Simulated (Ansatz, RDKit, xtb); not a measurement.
# Isomers of C3H8Si, a sample narrowed down, part 2 of 2

Which of a sample of isomers of C3H8Si is the most stable in the gas at 298.15 K, and what are its properties? The sample is small against all isomers, and the most stable one of this formula need not be in it.

xtb, Ansatz and PySCF; isolated molecules. Earlier steps stand in the parts before.

## (7) Vibrations and thermal terms

The lowest few in one piece go on as finalists. Harmonic vibrations at B3LYP-D3(BJ)/def2-SVP test each finalist and give the zero-point energy and the thermal terms. The first, c827a:

The input, input.yaml:

```yaml
crystal:
  periodic: [false, false, false]
  atoms:
    - {symbol: C, position_ang: [-2.499064, -1.570467, -0.839893]}
    - {symbol: C, position_ang: [-1.306245, -0.663663, -0.878673]}
    - {symbol: C, position_ang: [-1.199248, 0.466589, -1.596837]}
    - {symbol: Si, position_ang: [0.318390, 1.555562, -1.602419]}
    - {symbol: H, position_ang: [-3.313057, -1.204465, -1.483839]}
    - {symbol: H, position_ang: [-2.228629, -2.590172, -1.166043]}
    - {symbol: H, position_ang: [-2.886134, -1.667349, 0.189712]}
    - {symbol: H, position_ang: [-0.458156, -0.977221, -0.253324]}
    - {symbol: H, position_ang: [-2.059454, 0.761405, -2.215225]}
    - {symbol: H, position_ang: [1.350173, 0.964401, -0.699941]}
    - {symbol: H, position_ang: [0.890739, 1.680716, -2.977538]}
    - {symbol: H, position_ang: [-0.003941, 2.937126, -1.131700]}
basis:
  gaussian:
    orbitals: def2-SVP
phonons: {}
hamiltonian:
  xc: {name: B3LYP}
  dispersion: d3bj
scf:
  lower_state_search: off
```

Run with:

```console
$ ansatz run input.yaml --threads 2 --pin off --max-ram 5220MiB --events-out events.jsonl --progress --plain --runs-dir runs
```

The program printed, shortened:

```text
Warning: RAYON_NUM_THREADS=2 ignored (pool sized by the plan → 2); use --threads N
Functional definition: B3LYP
  name "B3LYP"
[...]
1115 factors; integrals over basis functions are off by at most 3.9e-4 eV
[...]
mean field -11114.41079786 eV, -408.4470632030 hartree, gradient 7.8e-6 eV, S^2 0.000000; 0 other end points of the search recorded, 0 dependent functions left out
[...]
reference -11114.41106500 eV, -408.4470730203 hartree; 20, 20 occupied and 80, 80 virtual orbitals, 1115 factors
[...]
1115 factors; integrals over basis functions are off by at most 3.9e-4 eV
mean field -11114.41060495 eV, -408.4470561139 hartree, gradient 7.4e-7 eV, S^2 0.000000; 0 other end points of the search recorded, 0 dependent functions left out
[...]
reference -11114.41087206 eV, -408.4470659298 hartree; 20, 20 occupied and 80, 80 virtual orbitals, 1115 factors
[...]
Atom 6 at    -2.886134    -1.667349     0.189712 Å, force     0.000235    -0.000379    -0.000668 eV/Å
Atom 7 at    -0.458156    -0.977221    -0.253324 Å, force     0.000894     0.000596    -0.000348 eV/Å
Atom 8 at    -2.059454     0.761405    -2.215225 Å, force    -0.000863     0.000184    -0.000546 eV/Å
Atom 9 at     1.350173     0.964401    -0.699941 Å, force    -0.000064    -0.000161     0.000222 eV/Å
Atom 10 at     0.890739     1.680716    -2.977538 Å, force    -0.000189     0.000099    -0.000059 eV/Å
Atom 11 at    -0.003941     2.937126    -1.131700 Å, force    -0.000048     0.000143    -0.000176 eV/Å
Dipole moment:    -0.173112    -0.203107     0.054334 e Å
Vibrations: 125.64 181.83 203.35 203.94 396.47 616.81 618.67 786.93 790.10 937.73 943.74 955.86 967.04 1016.15 1060.40 1094.85 1248.02 1328.61 1389.22 1449.95 1452.52 1698.38 2204.35 2211.95 2220.47 3015.98 3078.23 3107.64 3112.17 3126.83 cm⁻¹, zero-point energy 2.575389 eV
Checks for a lower state left out: stability, starts, cluster_reference, orbital_swaps, neighbouring_geometries, increment
```

Run time: 61 s. Hardware: 2 threads of Intel Xeon 6975P-C (Granite Rapids), shared host.

## (8) Thermal terms of the finalists

At 298.15 K and 1 atm, ideal gas, rigid rotor and harmonic oscillator:

| label | SMILES | spin | point group | lowest mode (cm⁻¹) | zero-point (kcal/mol) | G − E (kcal/mol) |
| --- | --- | --- | --- | --- | --- | --- |
| c827a | C/C=C/[SiH3] | singlet | Cs | 126 | 59.4 | 41.1 |
| c765a | C/C=C\[SiH3] | singlet | Cs | 47 | 59.4 | 40.6 |
| c195a | C=C(C)[SiH3] | singlet | Cs | 124 | 59.4 | 41.1 |

## (9) Last filter: a higher level

Each finalist gets a single point at CCSD(T)/def2-SVP + MP2/def2-TZVPP - MP2/def2-SVP.

c827a, CCSD(T)/def2-SVP:

input.yaml: that of step 7 with these lines changed.

```diff
@@ -16,9 +16,3 @@
 basis:
-  gaussian:
-    orbitals: def2-SVP
-phonons: {}
-hamiltonian:
-  xc: {name: B3LYP}
-  dispersion: d3bj
-scf:
-  lower_state_search: off
+  gaussian: {orbitals: def2-SVP}
+correlation: {method: ccsd_t, frozen_orbitals: {C: 1, Si: 5, H: 0}}
```

Run with:

```console
$ ansatz run input.yaml --threads 2 --pin off --max-ram 5220MiB --events-out events.jsonl --progress --plain --runs-dir runs
```

The program printed, shortened:

```text
Warning: RAYON_NUM_THREADS=2 ignored (pool sized by the plan → 2); use --threads N
Functional definition: HF
  name "HF"
[...]
1018 factors; integrals over basis functions are off by at most 1.2e-3 eV
[...]
mean field -11074.94210331 eV, -406.9966154314 hartree, gradient 1.6e-6 eV, S^2 0.000000; 0 other end points of the search recorded, 0 dependent functions left out
8 core orbitals not correlated: weight in the atoms' cores, before any rotation towards them, 1.000 or more for the frozen orbitals, at most 0.000 for the correlated occupied ones
reference -11074.94210331 eV, -406.9966154314 hartree; 12, 12 occupied and 80, 80 virtual orbitals, 1018 factors
second order -14.02965657 eV of doubles, -0.00000000 eV of singles
cycle   1  -15.08036289 eV  change    -1.1e0 eV  update   8.9e-2
[...]
cycle   9  -15.65081562 eV  change    8.3e-6 eV  update   1.0e-5
perturbative correction -0.51003097 eV, -0.0187432926 hartree
Total energy: -11091.10294990 eV, -407.5905155894 hartree
```

Wall time 3 s (2 threads of Intel Xeon 6975P-C (Granite Rapids), shared host).

## (10) c827a at MP2/def2-TZVPP

input.yaml: that of step 9 with these lines changed.

```diff
@@ -16,3 +16,6 @@
 basis:
-  gaussian: {orbitals: def2-SVP}
-correlation: {method: ccsd_t, frozen_orbitals: {C: 1, Si: 5, H: 0}}
+  gaussian:
+    orbitals: def2-TZVPP
+correlation:
+  method: mp2
+  frozen_orbitals: {C: 1, Si: 5, H: 0}
```

Run with:

```console
$ ansatz run input.yaml --threads 2 --pin off --max-ram 5220MiB --events-out events.jsonl --progress --plain --runs-dir runs
```

The program printed:

```text
Warning: RAYON_NUM_THREADS=2 ignored (pool sized by the plan → 2); use --threads N
[... 2 set-up lines as earlier in the session ...]
  exchange = exact_x
  correlation = 0
1418 factors; integrals over basis functions are off by at most 1.1e-3 eV
mean field evaluation 1: about -11077.7989 eV, gradient 3.2e1 eV
mean field evaluation 2: about -11078.0050 eV, gradient 3.2e1 eV
mean field evaluation 4: about -11081.1902 eV, gradient 3.6e0 eV
mean field evaluation 8: about -11081.2409 eV, gradient 2.0e-1 eV
mean field -11081.24103168 eV, -407.2280967795 hartree, gradient 2.5e-6 eV, S^2 0.000000; 0 other end points of the search recorded, 0 dependent functions left out
8 core orbitals not correlated: weight in the atoms' cores, before any rotation towards them, 1.000 or more for the frozen orbitals, at most 0.000 for the correlated occupied ones
reference -11081.24103168 eV, -407.2280967795 hartree; 12, 12 occupied and 227, 227 virtual orbitals, 1418 factors
second order -17.17009048 eV of doubles, -0.00000000 eV of singles
Total energy: -11098.41112216 eV, -407.8590859662 hartree
```

It took 2.8 s on 2 threads of Intel Xeon 6975P-C (Granite Rapids), shared host; peak memory 0.56 GiB.

## (11) c765a at CCSD(T)/def2-SVP

The input, input.yaml:

```yaml
crystal:
  periodic: [false, false, false]
  atoms:
    - {symbol: C, position_ang: [-2.653274, -0.688191, -1.168812]}
    - {symbol: C, position_ang: [-1.258424, -1.179844, -0.926207]}
    - {symbol: C, position_ang: [-0.129002, -0.458467, -1.026048]}
    - {symbol: Si, position_ang: [-0.019722, 1.356096, -1.497391]}
    - {symbol: H, position_ang: [-2.686408, 0.374483, -1.453526]}
    - {symbol: H, position_ang: [-3.139948, -1.270768, -1.970439]}
    - {symbol: H, position_ang: [-3.276870, -0.818672, -0.267159]}
    - {symbol: H, position_ang: [-1.183360, -2.238518, -0.639936]}
    - {symbol: H, position_ang: [0.815223, -0.975366, -0.813076]}
    - {symbol: H, position_ang: [1.412812, 1.771979, -1.488294]}
    - {symbol: H, position_ang: [-0.575399, 1.612586, -2.861005]}
    - {symbol: H, position_ang: [-0.768569, 2.226863, -0.540862]}
basis:
  gaussian:
    orbitals: def2-SVP
correlation:
  method: ccsd_t
  frozen_orbitals: {C: 1, Si: 5, H: 0}
```

Run with:

```console
$ ansatz run input.yaml --threads 2 --pin off --max-ram 5220MiB --events-out events.jsonl --progress --plain --runs-dir runs
```

The program printed, shortened:

```text
Warning: RAYON_NUM_THREADS=2 ignored (pool sized by the plan → 2); use --threads N
[... 2 set-up lines as earlier in the session ...]
[...]
1018 factors; integrals over basis functions are off by at most 1.6e-3 eV
[...]
mean field -11074.84836872 eV, -406.9931707487 hartree, gradient 1.2e-6 eV, S^2 0.000000; 0 other end points of the search recorded, 0 dependent functions left out; unrestricted orbitals would lower it
8 core orbitals not correlated: weight in the atoms' cores, before any rotation towards them, 1.000 or more for the frozen orbitals, at most 0.000 for the correlated occupied ones
reference -11074.84836872 eV, -406.9931707487 hartree; 12, 12 occupied and 80, 80 virtual orbitals, 1018 factors
second order -14.04763947 eV of doubles, -0.00000000 eV of singles
cycle   1  -15.09830312 eV  change    -1.1e0 eV  update   8.9e-2
[...]
cycle   9  -15.67137230 eV  change    9.5e-6 eV  update   1.0e-5
perturbative correction -0.51223161 eV, -0.0188241646 hartree
Total energy: -11091.03197263 eV, -407.5879072227 hartree
```

Run time: 3.3 s. Hardware: 2 threads of Intel Xeon 6975P-C (Granite Rapids), shared host.

For c765a the log finds that unrestricted Hartree-Fock orbitals lie lower, a sign to watch the closed-shell reference there.

## (12) The ranking

Energies in kcal/mol from c827a; G adds the thermal terms to the CCSD(T)/def2-SVP + MP2/def2-TZVPP - MP2/def2-SVP energy. The columns left of the relaxed level are at the tight-binding geometries.

| label | SMILES | spin | GFN2-xTB | HF/STO-3G | r2SCAN-D4/def2-SVP | B3LYP-D3(BJ)/def2-SVP | HF/def2-SVP | MP2/def2-SVP | CCSD(T)/def2-SVP + MP2/def2-TZVPP - MP2/def2-SVP | G | share at equilibrium | T1 |
| --- | --- | --- | --- | --- | --- | --- | --- | --- | --- | --- | --- | --- |
| c827a | C/C=C/[SiH3] | singlet | 0.0 | 0.0 | 0.0 | 0.0 | 0.0 | 0.0 | 0.0 | 0.0 | 76.2 % | 0.011 |
| c765a | C/C=C\[SiH3] | singlet | 0.5 | 1.6 | 1.2 | 1.3 | 2.2 | 1.7 | 1.6 | 1.0 | 13.3 % | 0.011 |
| c195a | C=C(C)[SiH3] | singlet | 0.9 | 1.9 | 1.8 | 1.4 | 2.3 | 1.2 | 1.1 | 1.2 | 10.5 % | 0.010 |

Lowest found: c827a, `C/C=C/[SiH3]`, a singlet of point group Cs. Bond lengths: C1–C2 1.499 Å, C2–C3 1.343 Å, C3–Si4 1.868 Å, C1–H5 1.101 Å, C1–H6 1.104 Å, C1–H7 1.104 Å, C2–H8 1.099 Å, C3–H9 1.100 Å, Si4–H10 1.493 Å, Si4–H11 1.495 Å, Si4–H12 1.495 Å. Some angles: C1–C2–C3 125.9°, C2–C3–Si4 123.8°, C1–C2–H8 115.3°, C3–C2–H8 118.9°, C2–C1–H5 111.9°, C2–C1–H6 110.9°, C2–C1–H7 110.9°, C2–C3–H9 117.6°, Si4–C3–H9 118.5°, C3–Si4–H10 109.2°.

```xyz
12

C    -2.4991   -1.5705   -0.8399
C    -1.3062   -0.6637   -0.8787
C    -1.1992    0.4666   -1.5968
Si    0.3184    1.5556   -1.6024
H    -3.3131   -1.2045   -1.4838
H    -2.2286   -2.5902   -1.1660
H    -2.8861   -1.6673    0.1897
H    -0.4582   -0.9772   -0.2533
H    -2.0595    0.7614   -2.2152
H     1.3502    0.9644   -0.6999
H     0.8907    1.6807   -2.9775
H    -0.0039    2.9371   -1.1317
```

## (13) What came out

The summary covers parts 1 to 2.

| quantity | value |
| --- | --- |
| lowest structure found | C/C=C/[SiH3], singlet, Cs |
| next finalist | C/C=C\[SiH3], singlet, 1.0 kcal/mol higher in G |
| share at equilibrium, among the finalists | 76.2 % |
| funnel | 3 starts, 3 minima at GFN2-xTB, 5 screening runs, 3 relaxed, 3 ranked |
| CPU time of all runs | 7.4 min |
| harmonic wavenumbers, lowest and highest (B3LYP-D3(BJ)/def2-SVP) | 126 and 3127 cm⁻¹ |
| rotational constants, same geometry | 0.9375, 0.07549, 0.07256 cm⁻¹ |

What this shows: `C/C=C/[SiH3]` comes out lowest. The next finalist is drawn with the same bonds. At 1.0 kcal/mol the two aren't resolved. GFN2-xTB, HF/STO-3G, r2SCAN-D4/def2-SVP, B3LYP-D3(BJ)/def2-SVP, HF/def2-SVP and MP2/def2-SVP already put its bonding pattern lowest among the structures in one piece. The largest share of the time went into the vibrations (80 %). Lowest found is not proven lowest: the search is finite, and each finalist counts with one conformer. Only 3 drawn patterns were tried, so whole families of isomers are missing, and the result ranks this sample alone.
